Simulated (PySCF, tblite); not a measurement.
**AsH2S2−, a cluster model of a defect (AsS unit): NMR shifts, core binding energies and electronic excitations**

What NMR shifts, core binding energies and electronic excitations should one expect for `S[As]S`? It is drawn as: dangling bond, charged.

Computed with tblite 0.8.0 and PySCF 2.14.0; each step states its level. No surroundings beyond the atoms listed, unless a continuum is named. Atoms count from 0, parts from 1.

### 1 Starting point

5 atoms, charge -1, multiplicity 1; geometry: distance geometry start.

### 2 Relaxing the cluster with GFN2-xTB

Job settings and geometry (Å):

```
{"job": {"kind": "relax", "xc": "GFN2-xTB", "basis": "xTB"}, "charge": -1, "multiplicity": 1}
S     -0.661137    -0.329180     1.753833
As     0.047562     0.936472     0.033665
S      0.863186     1.832754    -1.849704
H     -1.140957    -1.585217     1.652461
H      1.879656     1.313136    -2.590661
```

Level: GFN2-xTB geometry optimisation, gas phase.

Run with:

```bash
$ OMP_NUM_THREADS=1 python cluster_run.py task.json out
```

The driver reads the jobs from task.json and runs them one after another.

Output:

```text
step      E/eV     max force
  0    -273.25538    2.265
  1    -273.42583    1.805
  2    -273.82356    1.822
  3    -273.96962    1.235
  4    -274.07084    0.660
  5    -274.08815    0.633
  6    -274.26200    1.122
  7    -274.40174    1.371
  8    -274.52208    1.536
  9    -274.62486    1.706
 10    -274.76563    1.766
 11    -274.99287    1.219
 12    -275.03650    2.402
 13    -275.14750    0.989
 14    -275.20370    0.978
 15    -275.33166    1.643
 16    -275.37402    0.816
 17    -275.40726    0.574
 18    -275.42219    0.627
 19    -275.43185    0.455
 20    -275.45230    0.286
 21    -275.45638    0.262
 22    -275.45999    0.224
 23    -275.46194    0.170
 24    -275.46383    0.101
 25    -275.46450    0.065
 26    -275.46471    0.037
 27    -275.46480    0.041
 28    -275.46507    0.062
 29    -275.46556    0.081
 30    -275.46635    0.088
 31    -275.46706    0.082
 32    -275.46744    0.053
 33    -275.46763    0.049
 34    -275.46786    0.053
 35    -275.46821    0.058
 36    -275.46856    0.044
 37    -275.46872    0.019
 38    -275.46874    0.005
```

Run time: 0.8 s. Hardware: 1 thread of Arm Neoverse V1, shared host.

Relaxation path: (not every step is listed)

```csv
step,energy from step 0 (eV),largest force (eV/Å)
0,0.0000,2.2643
1,-0.1705,1.8053
2,-0.5682,1.8224
3,-0.7142,1.2354
4,-0.8155,0.6603
5,-0.8328,0.6323
6,-1.0066,1.1214
7,-1.1464,1.3717
8,-1.2667,1.5358
10,-1.5102,1.7661
12,-1.7811,2.4020
14,-1.9483,0.9777
16,-2.1186,0.8157
18,-2.1668,0.6275
20,-2.1969,0.2862
22,-2.2046,0.2234
24,-2.2084,0.1011
26,-2.2093,0.0370
28,-2.2097,0.0623
30,-2.2110,0.0880
32,-2.2121,0.0532
33,-2.2122,0.0492
34,-2.2125,0.0528
35,-2.2128,0.0575
36,-2.2132,0.0438
37,-2.2133,0.0192
38,-2.2134,0.0047
```

Close pairs (by a distance rule), those that changed most:

```csv
bond,before (Å),after (Å),change (Å)
S0–As1,2.250,2.236,-0.014
S2–H4,1.361,1.350,-0.011
As1–S2,2.240,2.236,-0.003
S0–H3,1.348,1.350,+0.002
```

### 3 Optimising the geometry at PBE0-D3(BJ)/def2-SVP

Job settings and geometry (Å):

```
{"job": {"xc": "PBE0", "basis": "def2-SVP", "d3": "d3bj", "grid": 2, "kind": "geom", "shake": 0.01}, "charge": -1, "multiplicity": 1}
S     -0.098131    -0.950752     1.471394
As    -0.299205     1.089120     0.520307
S      0.177099     0.638569    -1.620431
H     -1.298668    -1.478222     1.257388
H      1.543854     0.664461    -1.649363
```

Output:

```text
step   0  E = -3032.45466853  max force = 0.015090
step   1  E = -3032.45571133  max force = 0.005470
step   2  E = -3032.45586089  max force = 0.001910
step   3  E = -3032.45588353  max force = 0.000849
step   4  E = -3032.45589016  max force = 0.000278
optimisation converged
```

Wall time 13 s (1 thread of Arm Neoverse V1, shared host); peak memory 0.39 GiB.

Step by step:

```csv
step,energy from step 0 (eV),largest force component (eV/Å)
0,0.0000,0.7760
1,-0.0284,0.2813
2,-0.0324,0.0982
3,-0.0331,0.0437
4,-0.0332,0.0143
```

Close pairs (by a distance rule), those that changed most:

```csv
bond,before (Å),after (Å),change (Å)
As1–S2,2.239,2.287,+0.048
S0–H3,1.329,1.361,+0.032
S0–As1,2.260,2.285,+0.026
S2–H4,1.367,1.362,-0.006
```

The next job starts from the end point, and lists it.

```csv
at the end point,value
point group (found at 0.08 Å tolerance),C2
"rotational constants (GHz, main isotopes)","6.639, 2.354, 1.780"
```

### 4 NMR shieldings: PBE0/aug-pcSseg-2

Job settings and geometry (Å):

```
{"job": {"kind": "nmr", "xc": "PBE0", "basis": "aug-pcSseg-2"}, "charge": -1, "multiplicity": 1}
S     -0.091190    -0.950493     1.513856
As    -0.277115     1.105985     0.534243
S      0.189929     0.657991    -1.659534
H     -1.318777    -1.495998     1.295557
H      1.550743     0.692838    -1.685161
```

Level: GIAO PBE0/aug-pcSseg-2 NMR shielding, non-relativistic, gas phase.

Output:

```text
coarse grid: 24912 points
cycle   1  E = -3033.0244399439  dE = -8.700e-01  |g| = 8.890e-01  |ddm| = 2.172e+00
cycle   2  E = -3033.0277719837  dE = -3.332e-03  |g| = 7.299e-01  |ddm| = 1.073e+00
cycle   3  E = -3033.0804806981  dE = -5.271e-02  |g| = 1.188e-01  |ddm| = 5.870e-01
cycle   4  E = -3033.0825349973  dE = -2.054e-03  |g| = 3.135e-02  |ddm| = 1.334e-01
cycle   5  E = -3033.0828361506  dE = -3.012e-04  |g| = 9.840e-03  |ddm| = 4.745e-02
cycle   6  E = -3033.0828661921  dE = -3.004e-05  |g| = 2.528e-03  |ddm| = 1.467e-02
cycle   7  E = -3033.0828676586  dE = -1.466e-06  |g| = 6.235e-04  |ddm| = 3.711e-03
final grid: 47312 points
cycle   8  E = -3033.0828700740  dE =  5.148e-10  |g| = 8.726e-04  |ddm| = 2.807e-03
cycle   9  E = -3033.0828699391  dE =  1.349e-07  |g| = 1.303e-03  |ddm| = 2.153e-03
cycle  10  E = -3033.0828702104  dE = -2.713e-07  |g| = 8.451e-05  |ddm| = 1.219e-03
cycle  11  E = -3033.0828702120  dE = -1.603e-09  |g| = 1.900e-05  |ddm| = 9.477e-05
cycle  12  E = -3033.0828702121  dE = -1.260e-10  |g| = 2.148e-06  |ddm| = 3.072e-05
converged SCF energy = -3033.0828702121

GIAO shielding tensors (ppm)
atom      isotropic    diamagn.    paramagn.     s11        s22        s33       span
  0 S      544.648    1055.228    -510.581    424.116    497.429    712.398    288.282
  1 As     793.901    2883.607   -2089.705    733.288    790.660    857.756    124.468
  2 S      544.397    1055.233    -510.837    422.992    498.124    712.073    289.081
  3 H       28.443      25.772       2.672     20.457     26.702     38.171     17.715
  4 H       28.443      25.758       2.685     20.459     26.719     38.151     17.692
```

Run time: 23 s. Hardware: 1 thread of Arm Neoverse V1, shared host; peak memory 0.87 GiB.

No reference compound was run at this level, so shieldings alone are listed. Atoms listed in one row are averaged.

```csv
atoms,environment,σ (ppm)
"H3, H4",hydrogen on a sulfur bonded to As,28.44
"S0, S2","sulfur bonded to As, H",545
As1,arsenic bonded to 2 S,794
```

The run also stored atomic charges by several schemes (e):

```csv
atoms,IAO,Hirshfeld,ESP fit
"S0, S2",-0.37,-0.31,-0.44
As1,-0.37,-0.35,-0.39
```

Mulliken charges and Mayer bond orders break down with diffuse functions, so they are left out here.

With diffuse functions Mulliken charges and Mayer bond orders lose their meaning; the other schemes are steadier.

### 5 X-ray photoelectron lines: SCAN, X2C

Job settings and geometry (Å):

```
{"job": {"kind": "xps", "holes": 5, "basis": "aug-pcX-2", "basis_other": "aug-pcseg-1"}, "charge": -1, "multiplicity": 1}
S     -0.091190    -0.950493     1.513856
As    -0.277115     1.105985     0.534243
S      0.189929     0.657991    -1.659534
H     -1.318777    -1.495998     1.295557
H      1.550743     0.692838    -1.685161
```

With the program's defaults for keys left out, this is: delta-SCF UKS SCAN, aug-pcX-2 on the ionised atom, aug-pcseg-1 elsewhere, spin-free X2C.

Output:

```text
ground state, core basis on atom 0 (S), 157 functions
  cycle   1  E = -3055.15416732  |g| = 3.54e-01
  cycle   2  E = -3055.12003213  |g| = 5.08e-01
  cycle   3  E = -3055.20773413  |g| = 5.18e-02
  cycle   4  E = -3055.20806951  |g| = 3.95e-02
  cycle   5  E = -3055.20851671  |g| = 1.24e-02
  cycle   6  E = -3055.20856897  |g| = 3.28e-03
  cycle   7  E = -3055.20857179  |g| = 8.44e-04
  cycle   8  E = -3055.20857422  |g| = 2.28e-04
  E(ground) = -3055.12428809 Eh
hole in S 2p of atom 0
  cycle   1  E = -3048.70775714  |g| = 1.53e+00
  cycle   2  E = -3047.28112531  |g| = 1.77e+00
  cycle   3  E = -3048.44147221  |g| = 9.60e-01
  cycle   4  E = -3049.16120591  |g| = 1.23e-01
  cycle   5  E = -3049.16480064  |g| = 9.41e-02
  cycle   6  E = -3049.16995691  |g| = 4.66e-02
  cycle   7  E = -3049.17116185  |g| = 2.31e-02
  cycle   8  E = -3049.17155647  |g| = 5.14e-03
  cycle   9  E = -3049.17157368  |g| = 1.24e-03
  cycle  10  E = -3049.17157361  |g| = 4.99e-04
  E(ion) = -3049.09483782 Eh   <S^2> = 0.7533   hole on atom = 1.001   binding energy = 164.070 eV
  2p3/2 = 163.805 eV   2p1/2 = 165.048 eV
```

It took 5.1 s on 1 thread of Arm Neoverse V1, shared host; peak memory 0.46 GiB.

The holes in one table. −ε is the ground-state orbital energy:

```csv
hole,stands for,environment,ΔSCF (eV; 2p as the shell's mean),−ε (eV),⟨S²⟩
S2p on S0,"S0, S2","sulfur bonded to As, H",164.22,153.2,0.753
```

Each hole run stands for the others of its class of like atoms.

With the spin-orbit splitting: S0 2p3/2 163.80, 2p1/2 165.05 eV. The table gives each 2p level as the mean over the whole 2p shell (two parts 2p3/2, one part 2p1/2), which differs a little from the single hole in the log.

### 6 Ultraviolet spectrum: CAM-B3LYP/def2-SVPD

Job settings and geometry (Å):

```
{"job": {"kind": "uv", "xc": "CAM-B3LYP", "basis": "def2-SVPD", "nstates": 6, "ntriplets": 2, "ip": true}, "charge": -1, "multiplicity": 1}
S     -0.091190    -0.950493     1.513856
As    -0.277115     1.105985     0.534243
S      0.189929     0.657991    -1.659534
H     -1.318777    -1.495998     1.295557
H      1.550743     0.692838    -1.685161
```

Method: TDDFT CAM-B3LYP/def2-SVPD, vertical, gas phase, core orbitals frozen in the response.

Output:

```text
coarse grid: 24912 points
cycle   1  E = -3033.1278533675  dE = -8.321e-01  |g| = 3.059e-01  |ddm| = 2.426e+00
cycle   2  E = -3033.1515012018  dE = -2.365e-02  |g| = 2.175e-01  |ddm| = 1.036e+00
cycle   3  E = -3033.1651317855  dE = -1.363e-02  |g| = 2.360e-02  |ddm| = 3.266e-01
cycle   4  E = -3033.1653384827  dE = -2.067e-04  |g| = 9.843e-03  |ddm| = 5.486e-02
cycle   5  E = -3033.1653776146  dE = -3.913e-05  |g| = 2.373e-03  |ddm| = 2.440e-02
cycle   6  E = -3033.1653804102  dE = -2.796e-06  |g| = 8.674e-04  |ddm| = 5.938e-03
final grid: 47312 points
cycle   7  E = -3033.1653704046  dE = -1.455e-07  |g| = 8.693e-04  |ddm| = 2.485e-03
cycle   8  E = -3033.1653703926  dE =  1.202e-08  |g| = 1.003e-03  |ddm| = 2.211e-03
cycle   9  E = -3033.1653706361  dE = -2.435e-07  |g| = 5.877e-05  |ddm| = 1.116e-03
cycle  10  E = -3033.1653706378  dE = -1.701e-09  |g| = 1.809e-05  |ddm| = 1.306e-04
cycle  11  E = -3033.1653706384  dE = -5.166e-10  |g| = 3.019e-06  |ddm| = 1.216e-04
converged SCF energy = -3033.1653706384

Static polarisability (au): isotropic 100.134, principal 78.985 93.775 127.642

Singlet excitations
state   eV       nm        f      main configurations
  1   2.8166    440.2   0.00774   H->L 0.70, H->L+2 0.16, H->L+4 0.09
  2   3.0220    410.3   0.00010   H->L+1 0.69, H->L+6 0.28
  3   3.5405    350.2   0.02110   H->L+2 0.80, H->L 0.17
  4   4.2198    293.8   0.00882   H->L+3 0.55, H->L+6 0.21, H->L+1 0.14
  5   4.7087    263.3   0.01387   H->L+3 0.43, H->L+6 0.35, H->L+1 0.14
  6   4.7588    260.5   0.03112   H->L+4 0.86, H->L 0.10

Triplet excitations (Tamm-Dancoff, eV): 2.2249 2.5813
Vertical ionisation energy (delta-SCF) = 2.0350 eV
```

Run time: 11 s. Hardware: 1 thread of Arm Neoverse V1, shared host; peak memory 0.49 GiB.

The orbitals next to the gap, with their largest atomic shares:

```csv
orbital,eV,atoms
HOMO−3,-5.04,"S0 34 %, S2 33 %, As1 28 %"
HOMO−2,-3.45,"S2 45 %, S0 45 %"
HOMO−1,-3.33,"S0 32 %, S2 32 %, As1 30 %"
HOMO,-1.32,"As1 70 %, S0 12 %, S2 12 %"
LUMO,4.44,"S0 37 %, S2 37 %, As1 17 %"
LUMO+1,4.58,"S0 40 %, S2 40 %, As1 12 %"
LUMO+2,5.14,"S2 33 %, S0 33 %, As1 18 %"
```

With each of the 6 states as a Gaussian band of 0.4 eV half-width at 1/e, the curve within the window shown has maxima at 349 nm (ε 890), 262 nm (ε 1,900) L/(mol cm). Beyond the last state computed it falls off for lack of states. The curve at chosen wavelengths:

```json
{"nm": "245", "ε (L/mol/cm)": "983"}
{"nm": "258", "ε (L/mol/cm)": "1817"}
{"nm": "270", "ε (L/mol/cm)": "1723"}
{"nm": "283", "ε (L/mol/cm)": "1114"}
{"nm": "295", "ε (L/mol/cm)": "706"}
{"nm": "308", "ε (L/mol/cm)": "552"}
{"nm": "320", "ε (L/mol/cm)": "613"}
{"nm": "333", "ε (L/mol/cm)": "776"}
{"nm": "345", "ε (L/mol/cm)": "879"}
{"nm": "358", "ε (L/mol/cm)": "857"}
{"nm": "371", "ε (L/mol/cm)": "728"}
{"nm": "383", "ε (L/mol/cm)": "587"}
{"nm": "396", "ε (L/mol/cm)": "472"}
{"nm": "408", "ε (L/mol/cm)": "411"}
{"nm": "421", "ε (L/mol/cm)": "380"}
{"nm": "433", "ε (L/mol/cm)": "361"}
{"nm": "446", "ε (L/mol/cm)": "336"}
{"nm": "459", "ε (L/mol/cm)": "301"}
{"nm": "471", "ε (L/mol/cm)": "260"}
{"nm": "484", "ε (L/mol/cm)": "212"}
{"nm": "496", "ε (L/mol/cm)": "169"}
{"nm": "509", "ε (L/mol/cm)": "127"}
{"nm": "521", "ε (L/mol/cm)": "95"}
{"nm": "534", "ε (L/mol/cm)": "68"}
{"nm": "546", "ε (L/mol/cm)": "49"}
{"nm": "559", "ε (L/mol/cm)": "33"}
```

Ground-state properties from the same run:

```csv
property,computed
polarisability (Å³),14.84
HOMO–LUMO gap (eV),5.77
−ε(HOMO) (eV),1.32
```

### 7 Summary of results

```
                                                                      quantity                             value
                                                                   point group                                C2
                                          rotational constants (main isotopes)              6.64, 2.35, 1.78 GHz
shieldings of H, S, As (PBE0/aug-pcSseg-2, a mean where the table joins atoms)  H3 28.4, S0 544.5, As1 793.9 ppm
                                          S2p binding energies, SCAN/aug-pcX-2                      S0 164.22 eV
                                          lowest singlet (CAM-B3LYP/def2-SVPD)       2.82 eV (440 nm), f = 0.008
                                      brightest single state of those computed       state 6, 4.76 eV, f = 0.031
                                                                lowest triplet                           2.22 eV
                                             vertical ionisation energy (ΔSCF)                           2.04 eV
```

Relaxing lowered the energy by 0.033 eV in 4 steps; the close pair that moved most is As1–S2, from 2.239 to 2.287 Å (PBE0/def2-SVP). No frequency check was run at this level, so the end point may be a saddle. At PBE0/aug-pcSseg-2: The largest span, 289 ppm, is at S0, S2, where the paramagnetic term is -511 ppm. The first singlet state (HOMO→LUMO 0.70, HOMO→LUMO+2 0.16) lies at 2.82 eV and is weak; of the 6 states computed, the strongest absorption comes from state 6 at 4.76 eV (the last computed, so partners may be missing). The lowest triplet lies 0.59 eV below the lowest singlet (triplets in Tamm-Dancoff, singlets in full TDDFT). In the gas-phase run even the lowest singlet lies above the computed detachment energy of this anion, so its states are not to be taken as bound. At CAM-B3LYP/def2-SVPD, all states lie near or above the ionisation energy, where they hang on the basis. The orbital energy would give 1.32 eV for ionisation, ΔSCF gives 2.04 eV. Spin-orbit coupling is left out, which matters for shieldings and couplings at and beside the heavy atoms.
